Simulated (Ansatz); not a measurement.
# B3LYP/6-31G(d) (Cartesian functions) run of BNH3OF (SMILES NB(O)F)

Aim: the vertical ionisation energy of BNH3OF at B3LYP/6-31G* (Cartesian functions), from 2 runs. 

The calculation is run with Ansatz 0.2.0.

122 further runs of the same task are left out: 122 set aside as unsound or not needed.

## Step 1: The structure to begin with

BNH3OF has 7 atoms, charge 0, and is taken as a singlet. As SMILES, `NB(O)F`. The coordinates come from a PBE0-D4/def2-TZVP relaxation. This is one conformer, not always the lowest.

Bond lengths: N1–B2 1.406 Å, B2–O3 1.363 Å, B2–F4 1.337 Å, N1–H5 1.004 Å, N1–H6 1.003 Å, O3–H7 0.957 Å. Angles: N1–B2–O3 125.7°, N1–B2–F4 118.3°, O3–B2–F4 116.0°, B2–N1–H5 121.1°, B2–N1–H6 124.7°, B2–O3–H7 114.6°, H5–N1–H6 114.2°.

## Step 2: A single-point energy at B3LYP/6-31G(d) (Cartesian functions)

Input file in.yaml:

```yaml
crystal:
  periodic: [false, false, false]
  atoms:
    - symbol: N
      position_ang: [-0.531800, 0.753400, -0.032100]
    - symbol: B
      position_ang: [0.039300, -0.505700, -0.288800]
    - symbol: O
      position_ang: [1.106300, -1.044300, 0.367000]
    - symbol: F
      position_ang: [-0.494800, -1.258200, -1.256300]
    - symbol: H
      position_ang: [-1.320400, 1.081700, -0.559700]
    - symbol: H
      position_ang: [-0.210100, 1.394300, 0.668500]
    - symbol: H
      position_ang: [1.472700, -0.489200, 1.055700]
basis:
  gaussian: {orbitals: "6-31G*"}
hamiltonian: {xc: {name: B3LYP}}
accuracy: high
output: {orbitals: {seedname: orbitals}}
```

Run with:

```
$ ansatz run in.yaml --threads 1 --pin off --max-ram 3480MiB --events-out events.jsonl --progress --plain --runs-dir runs
```

The log of the run:

```text
Warning: RAYON_NUM_THREADS=1 ignored (pool sized by the plan → 1); use --threads N
Functional definition: B3LYP
  name "B3LYP"
  parameter a0 = 0.2
  parameter ax = 0.72
  parameter ac = 0.81
  exchange = (1 - a0 - ax)*slater_x + ax*b88_x + a0*exact_x
  correlation = (1 - ac)*vwn_rpa_c + ac*lyp_c
1430 factors; integrals over basis functions are off by at most 3.6e-9 eV
mean field evaluation 1: about -6975.0448 eV, gradient 6.8e1 eV
mean field evaluation 2: about -6969.0413 eV, gradient 8.8e1 eV
mean field evaluation 4: about -6982.9956 eV, gradient 2.8e0 eV
mean field evaluation 8: about -6983.0077 eV, gradient 7.3e-2 eV
mean field evaluation 16: about -6983.0077 eV, gradient 1.4e-6 eV
mean field -6983.00774874 eV, -256.6208015135 hartree, gradient 3.6e-8 eV, S^2 0.000000; 0 other end points of the search recorded, 0 dependent functions left out
reference -6983.00777765 eV, -256.6208025758 hartree; 16, 16 occupied and 50, 50 virtual orbitals, 1430 factors
Total energy: -6983.00777765 eV, -256.6208025758 hartree
```

Run time: 3.9 s. Hardware: 1 thread of Intel Xeon Platinum 8259CL at 2.50GHz (Skylake/Cascade Lake), shared host; peak memory 0.19 GiB.

## Step 3: The doublet cation, same level

Input file run.yaml:

```yaml
crystal:
  periodic: [false, false, false]
  atoms:
    - symbol: "N"
      position_ang: [-0.531800, 0.753400, -0.032100]
    - symbol: B
      position_ang: [0.039300, -0.505700, -0.288800]
    - symbol: O
      position_ang: [1.106300, -1.044300, 0.367000]
    - symbol: F
      position_ang: [-0.494800, -1.258200, -1.256300]
    - symbol: H
      position_ang: [-1.320400, 1.081700, -0.559700]
    - symbol: H
      position_ang: [-0.210100, 1.394300, 0.668500]
    - symbol: H
      position_ang: [1.472700, -0.489200, 1.055700]
basis:
  gaussian: {orbitals: "6-31G*"}
total_charge: 1
magnetization: {spin_polarized: true, initial_magnetization: 1}
hamiltonian: {xc: {name: B3LYP}}
accuracy: high
output: {orbitals: {seedname: orbitals}}
```

Run with:

```
$ ansatz run run.yaml --threads 1 --pin off --max-ram 3480MiB --events-out events.jsonl --progress --plain --runs-dir runs
```

The log of the run:

```text
Warning: RAYON_NUM_THREADS=1 ignored (pool sized by the plan → 1); use --threads N
Functional definition: B3LYP
  name "B3LYP"
  parameter a0 = 0.2
  parameter ax = 0.72
  parameter ac = 0.81
  exchange = (1 - a0 - ax)*slater_x + ax*b88_x + a0*exact_x
  correlation = (1 - ac)*vwn_rpa_c + ac*lyp_c
1431 factors; integrals over basis functions are off by at most 3.4e-9 eV
mean field evaluation 1: about -6960.1419 eV, gradient 6.1e1 eV
mean field evaluation 2: about -6932.1745 eV, gradient 1.0e2 eV
mean field evaluation 4: about -6972.3599 eV, gradient 6.2e0 eV
mean field evaluation 8: about -6972.5862 eV, gradient 4.3e-1 eV
mean field evaluation 16: about -6972.5873 eV, gradient 4.6e-4 eV
mean field -6972.58729499 eV, -256.2378569013 hartree, gradient 1.8e-8 eV, S^2 0.759914; 0 other end points of the search recorded, 0 dependent functions left out
reference -6972.58732124 eV, -256.2378578662 hartree; 16, 15 occupied and 50, 51 virtual orbitals, 1431 factors
Total energy: -6972.58732124 eV, -256.2378578662 hartree
```

It took 7.2 s on 1 thread of Intel Xeon Platinum 8259CL at 2.50GHz (Skylake/Cascade Lake), shared host; peak memory 0.27 GiB.

## Step 4: Summary of results

Level: B3LYP/6-31G* (Cartesian functions).

```
                                          quantity          value
                      singlet BNH3OF: total energy  -256.62080 Eh
                       singlet BNH3OF: HOMO energy       -7.34 eV
                       singlet BNH3OF: LUMO energy        1.54 eV
                     singlet BNH3OF: HOMO–LUMO gap        8.89 eV
                      doublet cation: total energy  -256.23786 Eh
doublet cation: HOMO energy (highest over α and β)      -15.93 eV
 doublet cation: LUMO energy (lowest over α and β)      -13.45 eV
                              doublet cation: ⟨S²⟩          0.760
vertical ionisation energy (to the doublet cation)      10.420 eV
```

In words: The vertical ionisation energy comes to 10.42 eV (1005 kJ/mol). The negative HOMO energy of the first species, 7.34 eV, lies 3.08 eV below that difference.
